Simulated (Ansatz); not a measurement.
Write a Python script for the Python package of Ansatz (0.2.0) that makes harmonic frequencies at the relaxed geometry of ClFH2SeSn, SMILES [F][SnH]([Cl])[SeH]. Settings (for the species named): PBE0, def2-SVP basis, multiplicity 1.

```xyz
6

F    -0.8804    0.0850   -1.8798
Sn    0.0283    0.5458   -0.2566
Cl    2.2938    0.1167   -0.5746
Se   -0.7842   -0.8891    1.6427
H    -0.1946    2.2316    0.1225
H    -0.4208   -2.1540    0.8995
```

`run_freq.py`
```python
"""Harmonic frequencies of ClFH2SeSn at its relaxed geometry."""

import ansatz as az
import numpy as np

GEOMETRY = """
F    -0.88040    0.08500   -1.87980
Sn    0.02830    0.54580   -0.25660
Cl    2.29380    0.11670   -0.57460
Se   -0.78420   -0.88910    1.64270
H    -0.19460    2.23160    0.12250
H    -0.42080   -2.15400    0.89950
"""


def main() -> None:
    molecule = az.Crystal.molecule()
    for line in GEOMETRY.strip().splitlines():
        symbol, *xyz = line.split()
        molecule = molecule.atom(symbol, [float(v) for v in xyz])

    calc = (
        molecule.calculation()
        .basis(gaussian="def2-SVP")
        .functional("PBE0")
        .accuracy("medium")
    )
    symbols = [site.symbol for site in molecule.cartesian_sites]
    start = np.array([site.position_ang for site in molecule.cartesian_sites], dtype=float)
    def progress(event):
        if event["event"] == "relax_step":
            row = event["data"]
            print(f"step {row['step']:3d}  E = {row['lagrangian_ev']:.6f} eV  largest force component {row['allowed_force_max_ev_ang']:.4f} eV/A")


    r = calc.relax(force_tolerance=0.003).session().plan().execute(on_event=progress).report
    end = np.array(r["positions_ang"])

    print("final positions (A) and the move of each atom")
    for symbol, xyz, old in zip(symbols, end, start):
        print(f"{symbol:2s} {xyz[0]:10.5f} {xyz[1]:10.5f} {xyz[2]:10.5f}   {np.linalg.norm(xyz - old):7.4f}")

    # same settings at the minimum
    minimum = az.Crystal.molecule()
    for symbol, place in zip(symbols, end):
        minimum = minimum.atom(symbol, place.tolist())
    vibrating = (
        minimum.calculation()
        .basis(gaussian="def2-SVP")
        .functional("PBE0")
        .accuracy("medium")
        .phonons(temperatures=(200, 600, 100))
    )
    vib = vibrating.run().report["vibrations"]
    sums = vib["harmonic_sums"]
    modes = [m["omega_inv_cm"] for m in sums["modes_at_gamma"] if m["rigid_motion"] == "no"]
    print("frequencies (1/cm):", " ".join(f"{w:.0f}" for w in modes))
    print("imaginary modes:", sum(w < 0 for w in modes), " zero-point energy:", round(sums["zero_point_energy_ev"], 4), "eV")
    print("T (K)   F_vib (eV)   S_vib (meV/K)   C_vib (meV/K)")
    for row in zip(sums["temperatures_k"], sums["vibrational_free_energy_ev"], vib["entropy_ev_per_k"], vib["heat_capacity_ev_per_k"]):
        print(f"{row[0]:6.1f} {row[1]:11.4f} {1000 * row[2]:13.4f} {1000 * row[3]:15.4f}")

    # all hydrogen replaced by deuterium
    heavier = vibrating.phonons(masses={"H": 2.014102}).run().report["vibrations"]["harmonic_sums"]
    print("deuterated (1/cm):", " ".join(f"{m['omega_inv_cm']:.0f}" for m in heavier["modes_at_gamma"] if m["rigid_motion"] == "no"))
    print("zero-point energy falls by", round(sums["zero_point_energy_ev"] - heavier["zero_point_energy_ev"], 4), "eV")


if __name__ == "__main__":
    main()
```

```console
$ python run_freq.py
step   1  E = -86427.207866 eV  largest force component 0.8955 eV/A
step   2  E = -86427.254705 eV  largest force component 0.3402 eV/A
step   3  E = -86427.264369 eV  largest force component 0.0828 eV/A
step   4  E = -86427.256219 eV  largest force component 0.4366 eV/A
step   5  E = -86427.267581 eV  largest force component 0.0177 eV/A
step   6  E = -86427.267728 eV  largest force component 0.0089 eV/A
step   7  E = -86427.267986 eV  largest force component 0.0376 eV/A
step   8  E = -86427.269341 eV  largest force component 0.1170 eV/A
step   9  E = -86427.270221 eV  largest force component 0.0058 eV/A
step  10  E = -86427.270515 eV  largest force component 0.0188 eV/A
step  11  E = -86427.269825 eV  largest force component 0.1586 eV/A
step  12  E = -86427.270106 eV  largest force component 0.0856 eV/A
step  13  E = -86427.270556 eV  largest force component 0.0053 eV/A
step  14  E = -86427.270471 eV  largest force component 0.0856 eV/A
step  15  E = -86427.270644 eV  largest force component 0.0242 eV/A
step  16  E = -86427.270705 eV  largest force component 0.0670 eV/A
step  17  E = -86427.270861 eV  largest force component 0.0294 eV/A
step  18  E = -86427.270883 eV  largest force component 0.0161 eV/A
step  19  E = -86427.270912 eV  largest force component 0.0015 eV/A
step  20  E = -86427.270929 eV  largest force component 0.0026 eV/A
step  21  E = -86427.270932 eV  largest force component 0.0021 eV/A
step  22  E = -86427.270928 eV  largest force component 0.0031 eV/A
step  23  E = -86427.270933 eV  largest force component 0.0003 eV/A
final positions (A) and the move of each atom
F    -0.87536    0.22422   -1.90744    0.1420
Sn   -0.01408    0.55816   -0.20726    0.0662
Cl    2.21227   -0.03278   -0.60526    0.1730
Se   -0.97266   -0.96928    1.53797    0.2300
H    -0.17432    2.22581    0.09927    0.0314
H    -0.13375   -2.07014    1.03642    0.3289
frequencies (1/cm): 62 118 131 153 255 385 521 575 639 655 1975 2455
imaginary modes: 0  zero-point energy: 0.4912 eV
T (K)   F_vib (eV)   S_vib (meV/K)   C_vib (meV/K)
 200.0      0.4433        0.5294          0.5273
 300.0      0.3779        0.7706          0.6591
 400.0      0.2905        0.9716          0.7356
 500.0      0.1846        1.1415          0.7855
 600.0      0.0629        1.2881          0.8228
deuterated (1/cm): 51 102 130 152 253 372 387 415 469 638 1403 1748
zero-point energy falls by 0.1118 eV
```

Notes:
- These settings explore the input space; basis and method may be short of convergence.
- The frequencies are harmonic and unscaled, in a modest basis. The result belongs to the one conformer reached from this start, and soft torsions count as harmonic oscillators.
- def2 sets replace the cores of elements past krypton by effective core potentials.
- Finished in 7.4 min on 1 thread of Arm Neoverse V1, on a shared host, peak memory 0.33 GiB.
